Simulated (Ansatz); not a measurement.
# B2H4OSi: short molecular-dynamics run

Aim: a short molecular-dynamics run, for B2H4OSi, run from a script. SMILES: B[SiH]1BO1.

Program: the Python package of Ansatz 0.2.0. Level of theory: Hartree-Fock/def2-SVP. These are calculated values, not measurements.

### Step 1. The system

Bond lengths: B1–Si2 1.872 Å, Si2–B3 1.998 Å, Si2–O4 1.652 Å, B3–O4 1.515 Å, B1–H5 1.232 Å, B1–H6 1.216 Å, Si2–H7 1.501 Å, B3–H8 1.119 Å. Angles: B1–Si2–B3 116.0°, B1–Si2–O4 110.6°, B1–Si2–H7 121.7°, B3–Si2–O4 47.9°, B3–Si2–H7 122.2°, O4–Si2–H7 106.9°, Si2–B1–H5 119.7°, Si2–B1–H6 121.5°, H5–B1–H6 112.5°, Si2–B3–O4 54.0°, Si2–B3–H8 137.0°, O4–B3–H8 154.0°, Si2–O4–B3 78.1°.

The script holds or builds the structure itself.

### Step 2. The script

File md.py:

```python
import ansatz as az
import numpy as np

BASIS = "def2-SVP"
XC = "hf"
N_STEPS = 30
TEMPERATURE_K = 500

GEOMETRY = """
B    -0.48080    1.38790   -0.35920
Si    0.76110    0.00310   -0.14650
B     0.00660   -1.78840    0.31320
O     0.53450   -0.76550    1.29780
H    -1.18280    1.42890   -1.37090
H    -1.01230    1.91790    0.59800
H     2.23640    0.23800   -0.28880
H    -0.77050   -2.47910   -0.09940
"""


def main() -> None:
    molecule = az.Crystal.molecule()
    for line in GEOMETRY.strip().splitlines():
        symbol, *xyz = line.split()
        molecule = molecule.atom(symbol, [float(v) for v in xyz])

    base = (
        molecule.calculation()
        .basis(gaussian=BASIS)
        .functional(XC)
        .scf(lower_state_search="light")
    )
    symbols = [site.symbol for site in molecule.cartesian_sites]
    start = np.array([site.position_ang for site in molecule.cartesian_sites], dtype=float)
    data = base.relax(force_tolerance=0.02, max_steps=100).run().report
    end = np.array(data["positions_ang"])
    minimum = az.Crystal.molecule()
    for symbol, place in zip(symbols, end):
        minimum = minimum.atom(symbol, place.tolist())

    base = minimum.calculation()
    base = base.basis(gaussian=BASIS).functional(XC)
    base = base.scf(lower_state_search="light")
    base = base.md("nvt_nose_hoover", timestep=1.0, steps=N_STEPS, temperature=TEMPERATURE_K, initial_velocities="maxwell_boltzmann", seed=97, thermostat_time=20)
    frames = []
    result = base.session().plan().execute(on_event=lambda e: frames.append(e["data"]) if e["event"] == "md_step" else None)
    print("t (fs)   E_pot (eV)      E_kin (eV)   T (K)   d(0-1) (A)")
    for f in frames[::2]:
        xyz = np.array(f["positions_ang"])
        print(f"{f['time_fs']:6.2f} {f['lagrangian_ev']:14.5f} {f['e_kin_ev']:10.5f} {f['temperature_k']:8.1f} {np.linalg.norm(xyz[0] - xyz[1]):9.4f}")
    kept = np.array([f["conserved_ev"] for f in frames])
    print(f"conserved energy moves by at most {1000 * np.ptp(kept):.3f} meV")


if __name__ == "__main__":
    main()
```

### Step 3. What the engine is handed

The engine receives this input (first run):

```yaml
crystal:
  periodic: [false, false, false]
  atoms:
    - { symbol: B, position_ang: [-0.4808, 1.3879, -0.3592] }
    - { symbol: Si, position_ang: [0.7611, 0.0031, -0.1465] }
    - { symbol: B, position_ang: [0.0066, -1.7884, 0.3132] }
    - { symbol: O, position_ang: [0.5345, -0.7655, 1.2978] }
    - { symbol: H, position_ang: [-1.1828, 1.4289, -1.3709] }
    - { symbol: H, position_ang: [-1.0123, 1.9179, 0.598] }
    - { symbol: H, position_ang: [2.2364, 0.238, -0.2888] }
    - { symbol: H, position_ang: [-0.7705, -2.4791, -0.0994] }
basis:
  gaussian:
    orbitals: def2-SVP
hamiltonian:
  xc: hf
scf:
  lower_state_search: light
relax:
  f_tol: 0.02
  max_steps: 100
```

### Step 4. Launch

The run is started by

```bash
$ python md.py
```

**Question.** What results will this script give? Wanted: moves of the relaxation of run 1; energy gained in run 1; last largest force component of run 1; mean temperature, second half; farthest move; largest change of the conserved energy.

**Answer**, as computed:

```
                              quantity            value
                         runs compared                2
      moves of the relaxation of run 1               11
                energy gained in run 1         2.012 eV
 last largest force component of run 1      0.0106 eV/Å
                     length of the run  30 steps, 30 fs
         mean temperature, second half            341 K
                         farthest move           0.52 Å
largest change of the conserved energy    1.80 meV/atom
```

In words: Run 1: The relaxation took 11 moves; the largest shift is 1.021 Å, of atom 5 (H). So large a move can change the bonding: the results belong to the relaxed structure. The temperature swings between 121 and 500 K, with a mean of 341 K in the second half; 8 atoms fluctuate widely. The conserved energy stays within 1.80 meV/atom, so the time step holds. A run of 30 fs is far too short for averages. The settings weren't tested for convergence. The trajectory is only some femtoseconds long, and gives no averages; where the script doesn't relax first, it starts from a rough generated geometry.
